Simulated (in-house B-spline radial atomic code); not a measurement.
**Cd⁸⁺: ionisation energy by several methods**

One table from this session's results is given with a row withheld; the runs are named, their logs left out.

Method: non-relativistic, several functionals, spin-polarised, exact exchange averaged over the configuration; spherical all-electron atom at the radial basis limit. Code: in-house B-spline radial atomic code version 1.

**Starting point**

| Item | Value |
| --- | --- |
| element | cadmium (Z = 48) |
| charge | +8 |
| electrons | 40 |
| configuration | [Kr] 4d4 |
| nucleus | point |

The outer shells:

[Kr] 4d4
```
[Kr] core
4d [↑ ][↑ ][↑ ][↑ ][  ]
```

Where spins are not typed, each open shell is filled with up spins first.

The first run:

Settings, as recorded:

```ini
Z = 48
electrons = 40.0
configuration = [Kr] 4d4
hamiltonian = nr
method = tpssh
spin_polarised = True
exact_exchange = averaged over the configuration
```

Started as:

```console
$ python run_scf.py task.json out
```

The settings of every run stand in task.json; they run in order.

Steps of the session up to this table: TPSSh, a global hybrid; LC-ωPBE, a range-separated hybrid; M06-2X, a global hybrid; ωB97X, a range-separated hybrid; r2SCAN0, a global hybrid; CAM-B3LYP, a range-separated hybrid.

One table of the session follows, with a row left open; its other results are not shown here.

| method | ΔSCF (eV) |
| --- | --- |
| TPSSh | 153.39 |
| M06-2X | ? |
| r2SCAN0 | 153.84 |
| LC-ωPBE | 153.37 |
| ωB97X | 153.06 |
| CAM-B3LYP | 153.28 |

**Question.** Estimate the row for M06-2X.

The run gave: ΔSCF (eV): 153.00. In the column «ΔSCF (eV)» it is the lowest.

To keep in mind: These runs leave out relativity, which matters at this nuclear charge.
